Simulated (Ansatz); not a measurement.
# CuI (zincblende type): the cost of one run

Computed with Ansatz 0.2.0 (DFT, r2SCAN, PAW with Ansatz's default frozen-core files, scalar-relativistic, unless a step's input says otherwise).

1 further run of the same task is left out (it didn't finish).

## Step 1: The starting structure

It takes space group F-43m (No. 216, cubic). The conventional cell has a = 6.037 Å, b = 6.037 Å, c = 6.037 Å, α = 90.00°, β = 90.00°, γ = 90.00°. Cu (site symmetry -43m) is surrounded by 4 I at 2.61 Å. I (site symmetry -43m) is surrounded by 4 Cu at 2.61 Å.

Structure file:

```cif
data_structure
_symmetry_space_group_name_H-M 'F-43m'
_symmetry_Int_Tables_number 216
_cell_length_a 6.0374
_cell_length_b 6.0374
_cell_length_c 6.0374
_cell_angle_alpha 90.000
_cell_angle_beta 90.000
_cell_angle_gamma 90.000
_cell_volume 220.07
loop_
_atom_site_label
_atom_site_type_symbol
_atom_site_symmetry_multiplicity
_atom_site_Wyckoff_symbol
_atom_site_fract_x
_atom_site_fract_y
_atom_site_fract_z
_atom_site_occupancy
Cu1 Cu 4 a 0.00000 0.00000 0.00000 1
I1 I 4 d 0.25000 0.25000 0.75000 1
```

The file gives the conventional cell by its symmetry; the runs use the cell typed in the input.

Whether this phase is the stable one at these pressures isn't tested.

Atoms are numbered in the order of the input: Cu1, I2.

## Step 2: Cell relaxed at zero pressure, PAW

Contents of input.yaml:

```yaml
crystal:
  lattice:
    - [0.0, 3.0187072258, 3.0187072258]
    - [3.0187072258, 0.0, 3.0187072258]
    - [3.0187072258, 3.0187072258, 0.0]
  atoms:
    - { symbol: Cu, position: [0.0, 0.0, 0.0] }
    - { symbol: I, position: [0.25, 0.25, 0.25] }
kpoints:
  mp_grid: { grid: [12, 12, 12] }
scf:
  occupations: { method: fermi_dirac, width: 0.1 }
hamiltonian:
  xc: r2scan
  pseudopotentials: { kind: paw }
output:
  forces: true
  stress: true
relax:
  f_tol: 0.005
  max_steps: 40
  cell: {}
```

Command:

```bash
ansatz run input.yaml --threads 1 --pin off --max-ram 2048MiB --backend cpu --events-out ev --progress --plain --runs-dir out
```

What time and memory should one allow on 1 thread of Arm Neoverse V1, shared host?

About 63 s, with a peak of 0.56 GiB.
